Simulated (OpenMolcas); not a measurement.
**A OpenMolcas job on SnH4O2 (SMILES [OH][SnH2][OH])**

Wanted: the energy of SnH4O2.

Program for the calculation: OpenMolcas 26.06.

5 further runs of the same task are left out: 1 that didn't finish, 4 set aside as unsound or not needed.

## 1. The structure to begin with

The species is SnH4O2 (7 atoms), meant as a singlet with charge 0. As SMILES, `[OH][SnH2][OH]`. Geometry: a GFN2-xTB relaxation, a rough one for these elements and not checked as a minimum. This is one conformer, not always the lowest.

Bond lengths: O1–Sn2 1.948 Å, Sn2–O3 1.913 Å, O1–H4 0.954 Å, Sn2–H5 1.668 Å, Sn2–H6 1.668 Å, O3–H7 0.957 Å. Angles: O1–Sn2–O3 99.3°, O1–Sn2–H5 111.2°, O1–Sn2–H6 111.3°, O3–Sn2–H5 110.0°, O3–Sn2–H6 109.9°, Sn2–O1–H4 118.2°, Sn2–O3–H7 112.7°, H5–Sn2–H6 114.2°.

## 2. The job

run.input reads:

```
>>> EXPORT MOLCAS_PRINT=2

&gateway
  xbas
  O.3-21G
  Sn.3-21G
  H.3-21G
  End of Basis
  zmat
  O1
  Sn2 1 1.947894
  O3 2 1.912526 1 99.27771
  H4 1 0.953969 2 118.21734 3 179.52903
  H5 2 1.667787 3 110.04944 1 -116.71248
  H6 2 1.667736 5 114.17868 3 124.09772
  H7 3 0.95745 2 112.72252 6 117.43358
  End of ZMAT

&seward
  medium

&ffpt
  dipole
  X 0.001

&scf
  ksdft
  wB97XD
  prorbitals
  1 1
```

Run with:

```sh
$ export MOLCAS_MEM=1860
$ pymolcas run.input > run.log
```

Standard output:

```text
--- Start Module: gateway ---

                                              &GATEWAY

                       available to each process: 1.9 GB of memory, 1 thread

++    Symmetry information:
      ---------------------

                    Character Table for C1

                             E
                    a        1  x, y, xy, Rz, z, xz, Ry, yz, Rx, I
--

++    Basis set information:
      ----------------------

      Basis set label: O.3-21G.....

      Electronic valence basis set:
      ------------------
      Associated Effective Charge   8.000000 au
      Associated Actual Charge      8.000000 au
      Nuclear Model: Point charge

      Shell  nPrim  nBasis  Cartesian Spherical Contaminant
         s       6       3        X
         p       3       2        X

      Basis set label: SN.3-21G.....

      Electronic valence basis set:
      ------------------
      Associated Effective Charge  50.000000 au
      Associated Actual Charge     50.000000 au
      Nuclear Model: Point charge

      Shell  nPrim  nBasis  Cartesian Spherical Contaminant
         s      15       6        X
         p      12       5        X
         d       6       2        X

      Basis set label: O.3-21G.....

[... 104 lines left out ...]
--- Start Module: ffpt ---

                                               &FFPT

                       available to each process: 1.9 GB of memory, 1 thread

      Header of the ONEINT file:
      --------------------------

      Cartesian coordinates in angstrom:
      -----------------------------------------------------
      No.  Label        X            Y            Z
      -----------------------------------------------------
       1   O1         0.00000000   0.00000000   0.00000000
       2   SN2        0.00000000   0.00000000   1.94789400
       3   O3         1.88750731   0.00000000   2.25623123
       4   H4        -0.84057131  -0.00690963  -0.45105320
       5   H5        -0.67782989   1.39950440   2.55076010
       6   H6        -0.67337956  -1.40072558   2.55276687
       7   H7         2.39487115   0.01078833   1.44433465
      -----------------------------------------------------
      Nuclear repulsion energy =  301.94535818

      The following tasks will be executed:
      -------------------------------------

      FFPT    DIPO    COMP    COMP0   X= 0.001000

--- Stop Module: ffpt /rc=_RC_ALL_IS_WELL_ ---

--- Start Module: scf ---

                                                &SCF

                       available to each process: 1.9 GB of memory, 1 thread

 ###############################################################################
 ###############################################################################
 ###    ERROR:  Find_Functional: Undefined functional type!                  ###
 ###############################################################################
          Functional=WB97XD
--- Stop Module: scf /rc=_RC_INPUT_ERROR_ ---

.####################.
.# User input error #.
.####################.

    Timing: Wall=2.24 User=1.86 System=0.34
```

Run time: 2.5 s. Hardware: 1 thread of Intel Xeon Platinum 8488C (Sapphire Rapids), shared host; peak memory 0.26 GiB.

## 3. What went wrong

The job stopped with an error part of the way.

The telling line is `ERROR:  Find_Functional: Undefined functional type`. Cause: functional not served. To mend it: functional r2SCAN0 in place of wB97XD.
